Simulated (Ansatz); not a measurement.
# CH6AlBO: geometry optimisation from a Python script

What geometry does CH6AlBO take? Aim: a geometry optimisation, for CH6AlBO, run from a script. SMILES: [CH3][AlH][BH]O.

Program: Ansatz 0.2.0 through its Python package. Level of theory: B3LYP/def2-SVP. These are calculated values, not measurements.

### Step 1. The structure

Bond lengths: C1–Al2 1.940 Å, Al2–B3 2.037 Å, B3–O4 1.432 Å, C1–H5 1.095 Å, C1–H6 1.131 Å, C1–H7 1.151 Å, Al2–H8 1.624 Å, B3–H9 1.202 Å, O4–H10 0.996 Å. Angles: C1–Al2–B3 118.1°, C1–Al2–H8 122.4°, B3–Al2–H8 119.5°, Al2–C1–H5 113.0°, Al2–C1–H6 111.8°, Al2–C1–H7 108.8°, H5–C1–H6 111.3°, H5–C1–H7 107.4°, H6–C1–H7 104.1°, Al2–B3–O4 124.2°, Al2–B3–H9 121.7°, O4–B3–H9 114.0°, B3–O4–H10 108.9°.

ch6albo.xyz, read by the script:

```xyz
10

C    -1.58910    0.49670   -0.34540
Al    0.26560    0.31150   -0.88200
B     1.51340   -0.75010    0.32800
O     1.12060   -1.33230    1.57590
H    -2.11480   -0.46210   -0.28680
H    -1.69150    1.08140    0.61780
H    -2.13770    1.14190   -1.12480
H     0.84780    0.97480   -2.24570
H     2.68240   -0.87280    0.07720
H     1.18630   -0.64030    2.28860
```

### Step 2. Script

opt_ch6albo.py reads:

```python
# -*- coding: utf-8 -*-
from dataclasses import dataclass
import logging
import sys

import ansatz as az
import numpy as np
import pandas as pd

logging.basicConfig(stream=sys.stdout, format='%(levelname)s:%(name)s:%(message)s')
logger = logging.getLogger('run')
logger.setLevel(logging.INFO)


@dataclass
class Options:
    basis_set: str = 'def2-SVP'
    xc: str = 'b3lyp'


cfg = Options()


def main():
    geometry = az.Crystal.molecule_from_extxyz('ch6albo.xyz')

    job = (
        geometry.calculation()
        .basis(gaussian=cfg.basis_set)
        .functional(cfg.xc)
    )
    symbols = [site.symbol for site in geometry.cartesian_sites]
    start = np.array([site.position_ang for site in geometry.cartesian_sites], dtype=float)
    def progress(event):
        if event['event'] == 'relax_step':
            row = event['data']
            logger.info(f'step {row["step"]:3d}  E = {row["lagrangian_ev"]:.6f} eV  max force {row["allowed_force_max_ev_ang"]:.4f} eV/A')


    report = job.relax(force_tolerance=0.005).session().plan().execute(on_event=progress).report
    end = np.array(report['positions_ang'])

    logger.info(f'E = {report["free_energy_ev"]:.6f} eV = {report["free_energy_ev"] / 27.211386246:.7f} Ha')
    print('converged:', report['converged'], ' doubts:', report['published_state_doubts'] or 'none')

    logger.info('bond        before    after (A)')
    for i, j in [(0, 1), (0, 4), (0, 5), (0, 6), (1, 2), (1, 7), (2, 3), (2, 8), (3, 9)]:
        d0, d1 = (np.linalg.norm(xyz[i] - xyz[j]) for xyz in (start, end))
        print(f'{symbols[i]}{i}-{symbols[j]}{j}'.ljust(10), f'{d0:8.4f} {d1:8.4f}')
    for i, j, k in [(1, 0, 4), (1, 0, 5), (1, 0, 6), (4, 0, 5), (4, 0, 6), (5, 0, 6), (0, 1, 2), (0, 1, 7)]:
        u, v = end[i] - end[j], end[k] - end[j]
        logger.info(f'angle {symbols[i]}{i}-{symbols[j]}{j}-{symbols[k]}{k}: {np.degrees(np.arccos(np.clip(u @ v / np.linalg.norm(u) / np.linalg.norm(v), -1, 1))):.2f} deg')

    charges = report['charge_distribution']
    table = pd.DataFrame({'atom': symbols, 'mulliken': charges['mulliken_charges_e'], 'lowdin': charges['lowdin_charges_e']})
    print(table.round(3).to_string())
    print('dipole (e A):', np.round(charges['dipole_moment_e_ang'], 4) + 0.0)
    with open('ch6albo_opt.xyz', 'w') as handle:
        handle.write(f'{len(symbols)}\nrelaxed CH6AlBO\n')
        handle.writelines(f'{s:2s} {x:11.6f} {y:11.6f} {z:11.6f}\n' for s, (x, y, z) in zip(symbols, end))


if __name__ == '__main__':
    main()
```

### Step 3. The calls as engine input

The package turns the script's settings into the engine's input:

```yaml
crystal:
  periodic: [false, false, false]
  atoms:
    - { symbol: C, position_ang: [-1.5891, 0.4967, -0.3454] }
    - { symbol: Al, position_ang: [0.2656, 0.3115, -0.882] }
    - { symbol: B, position_ang: [1.5134, -0.7501, 0.328] }
    - { symbol: O, position_ang: [1.1206, -1.3323, 1.5759] }
    - { symbol: H, position_ang: [-2.1148, -0.4621, -0.2868] }
    - { symbol: H, position_ang: [-1.6915, 1.0814, 0.6178] }
    - { symbol: H, position_ang: [-2.1377, 1.1419, -1.1248] }
    - { symbol: H, position_ang: [0.8478, 0.9748, -2.2457] }
    - { symbol: H, position_ang: [2.6824, -0.8728, 0.0772] }
    - { symbol: H, position_ang: [1.1863, -0.6403, 2.2886] }
basis:
  gaussian:
    orbitals: def2-SVP
hamiltonian:
  xc: b3lyp
relax:
  f_tol: 0.005
```

### Step 4. Running it

On the command line:

```sh
> python opt_ch6albo.py
```

Output, cut to the lines that bear on the results:

```text
INFO:run:step   1  E = -10450.190288 eV  max force 2.3188 eV/A
INFO:run:step   2  E = -10450.477352 eV  max force 1.5769 eV/A
INFO:run:step   3  E = -10450.772320 eV  max force 1.3303 eV/A
INFO:run:step   4  E = -10450.838399 eV  max force 3.3507 eV/A
INFO:run:step   5  E = -10451.171671 eV  max force 0.8593 eV/A
INFO:run:step   6  E = -10451.229966 eV  max force 0.9918 eV/A
INFO:run:step   7  E = -10451.248035 eV  max force 0.7499 eV/A
INFO:run:step   8  E = -10451.255252 eV  max force 0.1569 eV/A
INFO:run:step   9  E = -10451.255975 eV  max force 0.0361 eV/A
INFO:run:step  10  E = -10451.256355 eV  max force 0.0366 eV/A
INFO:run:step  11  E = -10451.256704 eV  max force 0.0148 eV/A
INFO:run:step  12  E = -10451.256885 eV  max force 0.0160 eV/A
INFO:run:step  13  E = -10451.256960 eV  max force 0.0157 eV/A
INFO:run:step  14  E = -10451.257043 eV  max force 0.0314 eV/A
INFO:run:step  15  E = -10451.257127 eV  max force 0.0436 eV/A
INFO:run:step  16  E = -10451.257261 eV  max force 0.0673 eV/A
INFO:run:step  17  E = -10451.257349 eV  max force 0.0584 eV/A
INFO:run:step  18  E = -10451.256348 eV  max force 0.1238 eV/A
INFO:run:step  19  E = -10451.257456 eV  max force 0.0426 eV/A
INFO:run:step  20  E = -10451.257661 eV  max force 0.0421 eV/A
INFO:run:step  21  E = -10451.257722 eV  max force 0.0355 eV/A
INFO:run:step  22  E = -10451.257917 eV  max force 0.0232 eV/A
[...]
INFO:run:step  52  E = -10451.266909 eV  max force 0.0219 eV/A
INFO:run:step  53  E = -10451.267004 eV  max force 0.0521 eV/A
INFO:run:step  54  E = -10451.267130 eV  max force 0.0240 eV/A
INFO:run:step  55  E = -10451.267173 eV  max force 0.0019 eV/A
INFO:run:step  56  E = -10451.267149 eV  max force 0.0331 eV/A
INFO:run:step  57  E = -10451.267191 eV  max force 0.0152 eV/A
INFO:run:step  58  E = -10451.267235 eV  max force 0.0252 eV/A
INFO:run:step  59  E = -10451.267252 eV  max force 0.0148 eV/A
INFO:run:step  60  E = -10451.267260 eV  max force 0.0086 eV/A
INFO:run:step  61  E = -10451.267265 eV  max force 0.0005 eV/A
INFO:run:step  62  E = -10451.267270 eV  max force 0.0025 eV/A
INFO:run:step  63  E = -10451.267271 eV  max force 0.0025 eV/A
INFO:run:E = -10451.267530 eV = -384.0769976 Ha
converged: True  doubts: none
INFO:run:bond        before    after (A)
C0-Al1       1.9396   1.9769
C0-H4        1.0950   1.1060
C0-H5        1.1314   1.1033
C0-H6        1.1510   1.1059
Al1-B2       2.0367   2.1743
Al1-H7       1.6244   1.5966
B2-O3        1.4320   1.3578
B2-H8        1.2019   1.2158
O3-H9        0.9956   0.9664
INFO:run:angle Al1-C0-H4: 110.38 deg
INFO:run:angle Al1-C0-H5: 115.44 deg
INFO:run:angle Al1-C0-H6: 110.38 deg
INFO:run:angle H4-C0-H5: 107.25 deg
INFO:run:angle H4-C0-H6: 105.62 deg
INFO:run:angle H5-C0-H6: 107.25 deg
INFO:run:angle C0-Al1-B2: 121.98 deg
INFO:run:angle C0-Al1-H7: 116.20 deg
  atom  mulliken  lowdin
0    C    -0.342  -0.154
1   Al     0.514   0.332
2    B    -0.160  -0.383
3    O    -0.091   0.342
4    H     0.041   0.018
5    H     0.021   0.001
6    H     0.041   0.018
7    H    -0.169  -0.127
8    H    -0.043  -0.046
9    H     0.187  -0.001
dipole (e A): [-0.3485  0.0508  0.2029]
```

Run time: 3.7 min. Hardware: 1 thread of Arm Neoverse V2, shared host; peak memory 0.28 GiB.

ch6albo_opt.xyz, as written:

```xyz
10
relaxed CH6AlBO
C    -1.592830    0.538267   -0.314608
Al    0.250253    0.149333   -0.914413
B     1.763785   -0.623249    0.442099
O     1.527763   -0.879825    1.754405
H    -2.321696   -0.047941   -0.904739
H    -1.796981    0.336795    0.750808
H    -1.842931    1.599230   -0.501496
H     0.565884    0.434838   -2.453287
H     2.905825   -0.869949    0.105809
H     0.623929   -0.688797    2.038222
```

Lines on the test bed's own set-up are left out of the output.

A comment line of the script is reworded here; the code is as run.

### Step 5. Size and end state of the run

The report of the run holds:

```tsv
item	value
SCF cycles in all	455
orbitals	90
total energy (eV)	-10451.26753
```

### Step 6. How the relaxation went

The steps of the relaxation:

```csv
step,E - E(step 1) (eV),largest force component (eV/Å)
1,0.0000,2.3188
2,-0.2871,1.5769
3,-0.5820,1.3303
4,-0.6481,3.3507
5,-0.9814,0.8593
6,-1.0397,0.9918
7,-1.0577,0.7499
8,-1.0650,0.1569
9,-1.0657,0.0361
10,-1.0661,0.0366
11,-1.0664,0.0148
12,-1.0666,0.0160
13,-1.0667,0.0157
14,-1.0668,0.0314
15,-1.0668,0.0436
16,-1.0670,0.0673
17,-1.0671,0.0584
18,-1.0661,0.1238
19,-1.0672,0.0426
20,-1.0674,0.0421
21,-1.0674,0.0355
22,-1.0676,0.0232
23,-1.0676,0.1079
24,-1.0679,0.0337
25,-1.0676,0.1097
26,-1.0680,0.0429
27,-1.0663,0.1542
28,-1.0685,0.0379
29,-1.0687,0.0447
30,-1.0691,0.0608
31,-1.0694,0.1125
32,-1.0699,0.0825
33,-1.0703,0.1008
34,-1.0486,0.5584
35,-1.0721,0.0290
36,-1.0729,0.0219
37,-1.0708,0.2345
38,-1.0732,0.0309
39,-1.0740,0.0220
40,-1.0731,0.2255
41,-1.0696,0.1506
42,-1.0744,0.0130
43,-1.0750,0.0492
44,-1.0751,0.1031
45,-1.0754,0.0790
46,-1.0759,0.0322
47,-1.0762,0.0154
48,-1.0750,0.1858
49,-1.0427,0.9849
50,-1.0765,0.0164
51,-1.0761,0.1301
52,-1.0766,0.0219
53,-1.0767,0.0521
54,-1.0768,0.0240
55,-1.0769,0.0019
56,-1.0769,0.0331
57,-1.0769,0.0152
58,-1.0769,0.0252
59,-1.0770,0.0148
60,-1.0770,0.0086
61,-1.0770,0.0005
62,-1.0770,0.0025
63,-1.0770,0.0025
```

Step 1 is the start. Steps 18, 23, 25, 27, 34, 37, 40, 41 and more were tried and not accepted.

Before: Bond lengths: C1–Al2 1.940 Å, Al2–B3 2.037 Å, B3–O4 1.432 Å, C1–H5 1.095 Å, C1–H6 1.131 Å, C1–H7 1.151 Å, Al2–H8 1.624 Å, B3–H9 1.202 Å, O4–H10 0.996 Å. Angles: C1–Al2–B3 118.1°, C1–Al2–H8 122.4°, B3–Al2–H8 119.5°, Al2–C1–H5 113.0°, Al2–C1–H6 111.8°, Al2–C1–H7 108.8°, H5–C1–H6 111.3°, H5–C1–H7 107.4°, H6–C1–H7 104.1°, Al2–B3–O4 124.2°, Al2–B3–H9 121.7°, O4–B3–H9 114.0°, B3–O4–H10 108.9°.

After: Bond lengths: C1–Al2 1.977 Å, Al2–B3 2.174 Å, B3–O4 1.358 Å, C1–H5 1.106 Å, C1–H6 1.103 Å, C1–H7 1.106 Å, Al2–H8 1.597 Å, B3–H9 1.216 Å, O4–H10 0.966 Å. Angles: C1–Al2–B3 122.0°, C1–Al2–H8 116.2°, B3–Al2–H8 121.8°, Al2–C1–H5 110.4°, Al2–C1–H6 115.4°, Al2–C1–H7 110.4°, H5–C1–H6 107.2°, H5–C1–H7 105.6°, H6–C1–H7 107.2°, Al2–B3–O4 123.3°, Al2–B3–H9 123.6°, O4–B3–H9 113.1°, B3–O4–H10 114.1°.

### Step 7. Summary of results

| quantity | value |
| --- | --- |
| total energy | -10451.2675 eV |
| dipole moment | 1.95 D |
| moves of the relaxation | 50 |
| energy gained | 1.077 eV |
| last largest force component | 0.0025 eV/Å |

**Reading.** After 50 moves the largest shift is 0.827 Å, of atom 7 (H). So large a move can change the bonding: the results belong to the relaxed structure. The end point is the stationary point reached from this start; no frequency run checks that it is a minimum, and the basis set is modest. The Löwdin charges here are taken after orthogonalising the functions within each atom; they differ from plain Löwdin charges, and their signs can be unphysical. b3lyp holds the VWN-RPA fit, as in Gaussian; the form of ORCA and Turbomole is b3lyp5.
